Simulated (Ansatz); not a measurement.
# CH₇Al₂N: small, medium and large basis sets

An exercise on one series of results from a longer session: the logs are not shown, and one member is left open.

Computed with Ansatz 0.2.0, Gaussian basis. Level: one geometry, several basis sets.

The runs, in order: PBE0-D4/def2-SVP; ωB97M-V/def2-SVP; PBE0-D4/def2-QZVPP; ωB97M-V/def2-QZVPP; the functionals' def2-TZVPP values are taken from earlier runs.

## The relaxed structure

The geometry comes from an earlier relaxation with PBE0-D4 in a triple-zeta def2 set; it is a stationary point, not always the lowest conformer.

SMILES `C[N]([AlH2])[AlH2]`, 11 atoms, charge 0, spin multiplicity 1.

Atoms are counted from 1 here; the program's logs count them from 0.

Bond lengths: C1–N2 1.467 Å, C1–H5 1.095 Å, C1–H6 1.095 Å, C1–H7 1.095 Å, N2–Al3 1.790 Å, N2–Al4 1.790 Å, Al3–H8 1.582 Å, Al3–H9 1.587 Å, Al4–H10 1.587 Å, Al4–H11 1.582 Å. Angles: N2–C1–H5 111.6°, N2–C1–H6 111.9°, N2–C1–H7 111.9°, H5–C1–H6 107.0°, H5–C1–H7 107.0°, H6–C1–H7 107.2°, C1–N2–Al3 119.3°, C1–N2–Al4 119.4°, Al3–N2–Al4 121.2°, N2–Al3–H8 118.3°, N2–Al3–H9 117.8°, H8–Al3–H9 123.9°, N2–Al4–H10 117.8°, N2–Al4–H11 118.3°, H10–Al4–H11 123.9°.

The first run:

in.yaml reads:

```yaml
crystal:
  periodic: [false, false, false]
  atoms:
    - {symbol: C, position_ang: [-0.000739, 1.424990, 0.089603]}
    - {symbol: N, position_ang: [0.044242, -0.038785, 0.010069]}
    - {symbol: Al, position_ang: [-0.403938, -1.008547, 1.446015]}
    - {symbol: Al, position_ang: [0.446300, -0.822525, -1.548279]}
    - {symbol: H, position_ang: [0.975527, 1.845309, 0.354172]}
    - {symbol: H, position_ang: [-0.295892, 1.877212, -0.862801]}
    - {symbol: H, position_ang: [-0.712717, 1.770457, 0.846302]}
    - {symbol: H, position_ang: [-0.302283, -2.584161, 1.349799]}
    - {symbol: H, position_ang: [-0.896943, -0.231213, 2.738206]}
    - {symbol: H, position_ang: [0.676606, 0.111429, -2.809894]}
    - {symbol: H, position_ang: [0.535337, -2.401167, -1.592593]}
basis:
  gaussian: {orbitals: def2-SVP}
hamiltonian: {xc: pbe0, dispersion: d4}
output: {orbitals: {seedname: orbitals}}
```

Run with:

```
$ ansatz run in.yaml --threads 2 --pin off --events-out ev --progress --plain --max-ram 4352MiB
```

Among the steps run: PBE0-D4 in def2-SVP; ωB97M-V in def2-SVP; PBE0-D4 in def2-QZVPP; ωB97M-V in def2-QZVPP.

One of the session's tables, all rows but one given; the rest of the session is left out.

It belongs to the step «Functionals by basis». 

| functional | basis | HOMO (eV) |
| --- | --- | --- |
| PBE0-D4 | def2-SVP | -7.32 |
| PBE0-D4 | def2-TZVPP | -7.35 |
| PBE0-D4 | def2-QZVPP | -7.36 |
| ωB97M-V | def2-SVP | ? |
| ωB97M-V | def2-TZVPP | -9.64 |
| ωB97M-V | def2-QZVPP | -9.65 |

Estimate the missing values for ωB97M-V, def2-SVP.

As computed: HOMO (eV): -9.56. In the column «HOMO (eV)» it lies between ωB97M-V, def2-TZVPP (-9.64) and PBE0-D4, def2-QZVPP (-7.36).
